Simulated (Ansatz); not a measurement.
A run of Ansatz 0.2.0 is set up as follows.

The input input.yaml:

```yaml
crystal:
  lattice:
    - [0.0, 2.90921, 2.90921]
    - [2.90921, 0.0, 2.90921]
    - [2.90921, 2.90921, 0.0]
  atoms:
    - { symbol: W, position: [0.0, 0.0, 0.0] }
    - { symbol: Au, position: [0.75, 0.75, 0.75] }
hamiltonian:
  xc: pbe
  pseudopotentials: { kind: paw, level: accurate }
kpoints:
  mp_grid: { grid: [8, 8, 8] }
  band_path:
    path:
      - [[0.0, 0.0, 0.0], [0.5, 0.0, 0.5], [0.5, 0.25, 0.75], [0.375, 0.375, 0.75], [0.0, 0.0, 0.0], [0.5, 0.5, 0.5], [0.625, 0.25, 0.625], [0.5, 0.25, 0.75], [0.5, 0.5, 0.5], [0.375, 0.375, 0.75]]
      - [[0.625, 0.25, 0.625], [0.5, 0.0, 0.5]]
    npoints: 14
scf:
  occupations: { method: fermi_dirac, width: 0.05 }
  n_extra_bands: 6
output:
  forces: true
  stress: true
  eigenvalues: true
  fatbands: false
  write_density: true
  write_potential: true
  elf: true
  volumetric_format: npy
```

Potentials or basis: Ansatz PAW earlier set.

The run is started by

```bash
$ ansatz run input.yaml --threads 2 --pin off --max-ram 5632MiB --backend cpu --events-out ev --progress --plain --runs-dir out
```

Question: Predict the band gap on the k mesh.

Answer: None (metal or under the smearing width).

Question: Estimate the pressure.

Answer: 0.1 GPa.

Levels at the corners of the path, in eV from the Fermi level:
```
point  band 19  band 20  band 21  band 22  band 23  band 24  band 25  band 26  band 27  band 28
    Γ    -5.62    -5.62    -5.62    -0.74    -0.74    -0.74     1.53     1.53     8.36    11.03
    X    -5.66    -5.01    -3.99    -2.75     0.37     1.25     1.46     1.46     2.71     3.38
    W    -5.23    -5.21    -4.06    -1.45    -1.09     0.98     1.56     1.89     2.31     2.55
    K    -5.54    -5.08    -4.13    -1.96    -0.14     0.46     1.25     1.59     2.34     3.20
    Γ    -5.62    -5.62    -5.62    -0.74    -0.74    -0.74     1.53     1.53     8.36    11.03
    L    -5.52    -5.52    -4.97    -1.83    -0.26    -0.26     1.36     1.36     1.99     7.75
    U    -5.54    -5.08    -4.13    -1.96    -0.14     0.46     1.25     1.59     2.34     3.20
    W    -5.23    -5.21    -4.06    -1.45    -1.09     0.98     1.56     1.89     2.31     2.55
    L    -5.52    -5.52    -4.97    -1.83    -0.26    -0.26     1.36     1.36     1.99     7.75
    K    -5.54    -5.08    -4.13    -1.96    -0.14     0.46     1.25     1.59     2.34     3.20
    U    -5.54    -5.08    -4.13    -1.96    -0.14     0.46     1.25     1.59     2.34     3.20
    X    -5.66    -5.01    -3.99    -2.75     0.37     1.25     1.46     1.46     2.71     3.38
```

Caveat: spin-orbit coupling is left out, which moves the levels of the heavy elements.
